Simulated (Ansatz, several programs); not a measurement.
Mg2C (antifluorite), relaxed with PBE in Ansatz (plane waves, PAW): space group Fm-3m (No. 225), cubic; a = 5.460 Å in the conventional setting, 13.56 Å³ an atom. C is surrounded by 8 Mg at 2.36 Å; Mg is surrounded by 4 C at 2.36 Å. The cell was then scaled with its shape and fractional coordinates held. All values are calculated for a non-magnetic cell, which may be hypothetical.

```
V (Å³/atom)  E (meV/atom)
     12.748         15.18
     13.562          0.00
     13.969          3.39
     14.376         12.74
```

(1) Pass a cubic E = c₀ + c₁u + c₂u² + c₃u³, with u = V − 13.664 Å³, through these points.

(2) Where is the minimum, and what bulk modulus follows?

(3) Predict the energy and the pressure at the withheld volume, 13.155 Å³.

Results:

(1) c₀ = 0.23, c₁ = +4.391, c₂ = 20.297, c₃ = -2.5215 (meV and Å³).

(2) dE/du = 0 at u = -0.106, so V₀ = 13.56 Å³. B = V₀ d²E/dV² = 13.56 × (2c₂ + 6c₃u) = 13.56 × 42.199 = 572 meV/Å³, and 1 meV/Å³ is 0.16022 GPa: 92 GPa. A third-order Birch-Murnaghan fit to all five points gives 13.56 Å³ and 91 GPa.

(3) With u = -0.509: E ≈ 3.59 meV and P = −dE/dV ≈ +2.92 GPa. The run gives 3.57 meV and, from its stress, +2.91 GPa.
